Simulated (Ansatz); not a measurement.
# AsGeH5: vertical energies of changing the electron count

What does it cost to change the electron count of AsGeH5? Aim: vertical energies of changing the electron count, for AsGeH5, run from a script. SMILES: [GeH3][AsH2].

Program: the Python package of Ansatz 0.2.0. Level of theory: PBE0/def2-SVPD. These are calculated values, not measurements.

**1. Starting point**

Bond lengths: Ge1–As2 2.409 Å, Ge1–H3 1.511 Å, Ge1–H4 1.544 Å, Ge1–H5 1.529 Å, As2–H6 1.563 Å, As2–H7 1.586 Å. Angles: Ge1–As2–H6 93.2°, Ge1–As2–H7 91.1°, H6–As2–H7 93.3°, As2–Ge1–H3 110.6°, As2–Ge1–H4 105.8°, As2–Ge1–H5 110.4°, H3–Ge1–H4 108.2°, H3–Ge1–H5 113.9°, H4–Ge1–H5 107.6°.

No structure file is read: the coordinates are typed or built in the script.

**2. The script**

ip_asgeh5.py reads:

```python
# -*- coding: utf-8 -*-
"""Removing and adding an electron on AsGeH5 at fixed geometry."""

import ansatz as az
from ase import Atoms


def single_point(molecule, charge=0, unpaired=0):
    calc = (
        molecule.calculation()
        .basis(gaussian="def2-SVPD")
        .functional("pbe0")
    )
    if charge:
        calc = calc.charge(charge)
    if unpaired:
        calc = calc.spin("collinear", total=unpaired)
    return calc.run().report["free_energy_ev"]


def main():
    atoms = Atoms(["Ge", "As", "H", "H", "H", "H", "H"], positions=[
        (-0.3509, -0.6643, -0.4841),
        (0.6675, 1.4434, 0.086),
        (-0.5451, -1.5118, 0.7514),
        (-1.7425, -0.3167, -1.0554),
        (0.4427, -1.357, -1.5921),
        (-0.2262, 1.6324, 1.3549),
        (1.8158, 0.7061, 0.8936),
    ])
    asgeh5 = az.Crystal.molecule_from_ase(atoms)

    # total-energy differences at one geometry
    parent = single_point(asgeh5, 0, 0)
    cation = single_point(asgeh5, 1, 1)
    print(f"E(N)   = {parent:.5f} eV")
    print(f"E(N-1) = {cation:.5f} eV  (1 unpaired)")
    print(f"vertical ionisation energy {cation - parent:.3f} eV")
    anion = single_point(asgeh5, -1, 1)
    print(f"E(N+1) = {anion:.5f} eV  (1 unpaired)")
    print(f"vertical electron affinity {parent - anion:.3f} eV" + ("" if anion < parent else " (unbound in this basis)"))
    print(f"fundamental gap IP - EA = {cation + anion - 2 * parent:.3f} eV")


if __name__ == "__main__":
    main()
```

**3. The calls as engine input**

The engine receives this input (first run):

```yaml
crystal:
  periodic: [false, false, false]
  atoms:
    - { symbol: Ge, position_ang: [-0.3509, -0.6643, -0.4841] }
    - { symbol: As, position_ang: [0.6675, 1.4434, 0.086] }
    - { symbol: H, position_ang: [-0.5451, -1.5118, 0.7514] }
    - { symbol: H, position_ang: [-1.7425, -0.3167, -1.0554] }
    - { symbol: H, position_ang: [0.4427, -1.357, -1.5921] }
    - { symbol: H, position_ang: [-0.2262, 1.6324, 1.3549] }
    - { symbol: H, position_ang: [1.8158, 0.7061, 0.8936] }
basis:
  gaussian:
    orbitals: def2-SVPD
hamiltonian:
  xc: pbe0
```

**4. Running it**

Launch:

```console
$ python ip_asgeh5.py
```

**Question.** What does it cost to change the electron count at this fixed geometry?

As calculated:

```
                  quantity      value
vertical ionisation energy   9.549 eV
vertical electron affinity  -1.023 eV
             runs compared          3
```

**Reading.** The ionisation energy is a difference of two total energies at the neutral geometry. The added electron isn't bound in this basis, so the negative affinity reflects the basis as much as the molecule. At this unrelaxed geometry removing an electron costs 9.55 eV and an added one is unbound in this basis (by 1.02 eV). Reading the output:
- The geometry is a force-field or estimated start, not a minimum of this method, and the basis set is short of its limit. All parts are taken at fixed geometry, without zero-point energy. At an unrelaxed start these energies can be a whole eV from those at the minimum, and a small affinity can change sign.
- A negative electron affinity means that the anion is unbound here; its size hangs on the basis and tends to about zero as the basis grows, and so does its part in any gap built on it.
